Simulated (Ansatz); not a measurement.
# C2H7AlBrF: the cost of one run

Method: UHF/def2-SVP, in Ansatz 0.2.0.

## 1. The system as given

Bond lengths: Al1–C2 2.294 Å, Al1–C3 1.965 Å, Al1–F4 1.646 Å, Al1–Br6 2.812 Å, C2–H7 1.085 Å, C2–H8 1.088 Å, C2–H9 1.097 Å, C3–H10 1.093 Å, C3–H11 1.092 Å, C3–H12 1.092 Å. Angles (14 of 18 angles, heavy atoms first): C2–Al1–C3 119.3°, C2–Al1–F4 96.2°, C2–Al1–Br6 82.5°, C3–Al1–F4 129.7°, C3–Al1–Br6 108.6°, F4–Al1–Br6 110.5°, Al1–C2–H7 145.9°, Al1–C2–H8 101.1°, Al1–C2–H9 74.1°, Al1–C3–H10 111.7°, Al1–C3–H11 114.2°, Al1–C3–H12 109.5°, H7–C2–H8 109.6°, H7–C2–H9 107.6°.

As a file:

```xyz
12

Al   -0.5774    0.4586    0.2658
C     1.5191   -0.2490    0.8694
C    -1.1284    0.3403   -1.6169
F    -0.6378    1.7361    1.3012
H     0.3149   -0.8925    1.1356
Br   -1.3501   -1.9060    1.5764
H     2.2156   -1.0807    0.8908
H     1.7492    0.4411    1.6787
H     1.6394    0.2599   -0.0947
H    -2.2127    0.4229   -1.7262
H    -0.6873    1.1043   -2.2613
H    -0.8445   -0.6349   -2.0187
```

## 2. A restrained relaxation towards end A

Springs on the bonds that form and break draw the guess towards this end; the thresholds are loose.

input.yaml reads:

```yaml
crystal:
  periodic: [false, false, false]
  atoms:
    - { symbol: Al, position_ang: [-0.5774, 0.4586, 0.2658] }
    - { symbol: C, position_ang: [1.5191, -0.249, 0.8694] }
    - { symbol: C, position_ang: [-1.1284, 0.3403, -1.6169] }
    - { symbol: F, position_ang: [-0.6378, 1.7361, 1.3012] }
    - { symbol: H, position_ang: [0.3149, -0.8925, 1.1356] }
    - { symbol: Br, position_ang: [-1.3501, -1.906, 1.5764] }
    - { symbol: H, position_ang: [2.2156, -1.0807, 0.8908] }
    - { symbol: H, position_ang: [1.7492, 0.4411, 1.6787] }
    - { symbol: H, position_ang: [1.6394, 0.2599, -0.0947] }
    - { symbol: H, position_ang: [-2.2127, 0.4229, -1.7262] }
    - { symbol: H, position_ang: [-0.6873, 1.1043, -2.2613] }
    - { symbol: H, position_ang: [-0.8445, -0.6349, -2.0187] }
magnetization:
  spin_polarized: true
basis:
  gaussian: { orbitals: def2-SVP }
hamiltonian:
  xc: hf
relax:
  f_tol: 0.15
  max_steps: 25
  restrain:
    - { distance: [0, 5], at: 3.71, k: 30.0 }
    - { distance: [4, 1], at: 2.37, k: 30.0 }
    - { distance: [0, 1], at: 1.97, k: 30.0 }
    - { distance: [4, 5], at: 1.51, k: 30.0 }
```

The run is started by

```console
ansatz run input.yaml --threads 4 --pin off --max-ram 5120MiB --backend cpu --events-out ev --progress --plain --runs-dir out
```

Q: Estimate wall time and peak memory on 4 threads of Arm Neoverse N1, shared host.

About 47 s, with a peak of 0.44 GiB.
